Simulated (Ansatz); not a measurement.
# CH₉BOSi₂: small, medium and large basis sets

The task here is to estimate one member of a computed series from the others.

Method: one geometry, several basis sets; program: Ansatz 0.2.0, Gaussian basis.

The runs, in order: PBE0-D4/def2-SVP; ωB97M-V/def2-SVP; PBE0-D4/def2-QZVPP; ωB97M-V/def2-QZVPP; the functionals' def2-TZVPP values are taken from earlier runs.

### The geometry

All runs share one geometry, relaxed beforehand with PBE0-D4 in a triple-zeta def2 set.

SMILES `BOC([SiH3])[SiH3]`, 14 atoms, charge 0, spin multiplicity 1.

Atoms are counted from 1 here; the program's logs count them from 0.

Bond lengths: B1–O2 1.342 Å, B1–H6 1.196 Å, B1–H7 1.203 Å, O2–C3 1.436 Å, C3–Si4 1.893 Å, C3–Si5 1.893 Å, C3–H8 1.100 Å, Si4–H9 1.486 Å, Si4–H10 1.487 Å, Si4–H11 1.484 Å, Si5–H12 1.486 Å, Si5–H13 1.487 Å, Si5–H14 1.484 Å. Angles: O2–B1–H6 116.6°, O2–B1–H7 120.1°, H6–B1–H7 123.3°, B1–O2–C3 122.3°, O2–C3–Si4 108.7°, O2–C3–Si5 108.7°, O2–C3–H8 109.9°, Si4–C3–Si5 113.7°, Si4–C3–H8 107.9°, Si5–C3–H8 107.9°, C3–Si4–H9 109.4°, C3–Si4–H10 108.6°, C3–Si4–H11 110.1°, H9–Si4–H10 109.7°, H9–Si4–H11 109.5°, H10–Si4–H11 109.6°, C3–Si5–H12 109.4°, C3–Si5–H13 108.5° and more.

Set-up of the first run:

in.yaml reads:

```yaml
crystal:
  periodic: [false, false, false]
  atoms:
    - {symbol: B, position_ang: [-2.148109, 0.419727, 0.953374]}
    - {symbol: O, position_ang: [-1.268425, -0.162794, 0.124243]}
    - {symbol: C, position_ang: [0.131723, 0.156886, 0.142349]}
    - {symbol: Si, position_ang: [0.607372, 0.888617, -1.536959]}
    - {symbol: Si, position_ang: [1.103289, -1.402608, 0.595998]}
    - {symbol: H, position_ang: [-3.288926, 0.077142, 0.850533]}
    - {symbol: H, position_ang: [-1.774643, 1.241478, 1.748376]}
    - {symbol: H, position_ang: [0.332433, 0.916717, 0.912029]}
    - {symbol: H, position_ang: [-0.221580, 2.093203, -1.802756]}
    - {symbol: H, position_ang: [2.044835, 1.266854, -1.498222]}
    - {symbol: H, position_ang: [0.385746, -0.113099, -2.609830]}
    - {symbol: H, position_ang: [0.640603, -1.905507, 1.915778]}
    - {symbol: H, position_ang: [2.547291, -1.055648, 0.668929]}
    - {symbol: H, position_ang: [0.895390, -2.450170, -0.435043]}
basis:
  gaussian: {orbitals: def2-SVP}
hamiltonian: {xc: pbe0, dispersion: d4}
output: {orbitals: {seedname: orbitals}}
```

Run with:

```sh
> ansatz run in.yaml --threads 4 --pin off --events-out ev --progress --plain --max-ram 10444MiB
```

Among the steps run: PBE0-D4 in def2-SVP; ωB97M-V in def2-SVP; PBE0-D4 in def2-QZVPP; ωB97M-V in def2-QZVPP.

One of the session's tables, all rows but one given; the rest of the session is left out.

It belongs to the step «Density functionals: the series». 

| functional | basis | HOMO (eV) |
| --- | --- | --- |
| PBE0-D4 | def2-SVP | -8.22 |
| PBE0-D4 | def2-TZVPP | -8.19 |
| PBE0-D4 | def2-QZVPP | -8.19 |
| ωB97M-V | def2-SVP | ? |
| ωB97M-V | def2-TZVPP | -10.40 |
| ωB97M-V | def2-QZVPP | -10.40 |

**Question.** Estimate the row for ωB97M-V, def2-SVP.

As computed: HOMO (eV): -10.41. In the column «HOMO (eV)» it is the lowest.
